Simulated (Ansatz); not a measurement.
# FHI: the cost of one run

Program: Ansatz 0.2.0. Level of theory: the levels named in each step. These are calculated values, not measurements.

## 1. Starting point

Bond lengths: F1–H3 0.933 Å.

Coordinates:

```xyz
3

F     2.0326    2.3589   -1.2031
I    -0.3222   -0.3674    0.1840
H     2.2525    1.7977   -0.4912
```

## 2. A rough first relaxation, PBE-D4/def2-SVP

This run stands in another session on the same molecule. It ended at:

```xyz
3

F     1.6607    1.9971   -1.0549
I    -0.0478   -0.0199   -0.0084
H     2.3499    1.8121   -0.4471
```

## 3. Relaxation, PBE0-D4/def2-TZVPP

This run stands in another session on the same molecule. It ended at:

```xyz
3

F     1.7252    2.0288   -1.0486
I    -0.2203   -0.1682    0.0403
H     2.4579    1.9287   -0.5020
```

## 4. Relaxation, CCSD(T)/def2-TZVPP

The input, input.yaml:

```yaml
crystal:
  periodic: [false, false, false]
  atoms:
    - { symbol: F, position_ang: [1.72522197, 2.02879424, -1.0485986] }
    - { symbol: I, position_ang: [-0.22025778, -0.16823794, 0.04025193] }
    - { symbol: H, position_ang: [2.45790581, 1.9286737, -0.50197333] }
magnetization:
  spin_polarized: true
  initial_magnetization: 1
basis:
  gaussian: { orbitals: def2-TZVPP }
correlation:
  method: ccsd_t
scf:
  omitted_lower_state_checks: [cluster_reference]
relax:
  f_tol: 0.002
  max_steps: 40
```

On the command line:

```bash
$ ansatz run input.yaml --threads 8 --pin off --max-ram 22528MiB --backend cpu --events-out ev --progress --plain --runs-dir out
```

Q: Estimate wall time and peak memory on 8 threads of Intel Xeon Platinum 8488C (Sapphire Rapids), shared host.

About 7.8 min, with a peak of 1.4 GiB.
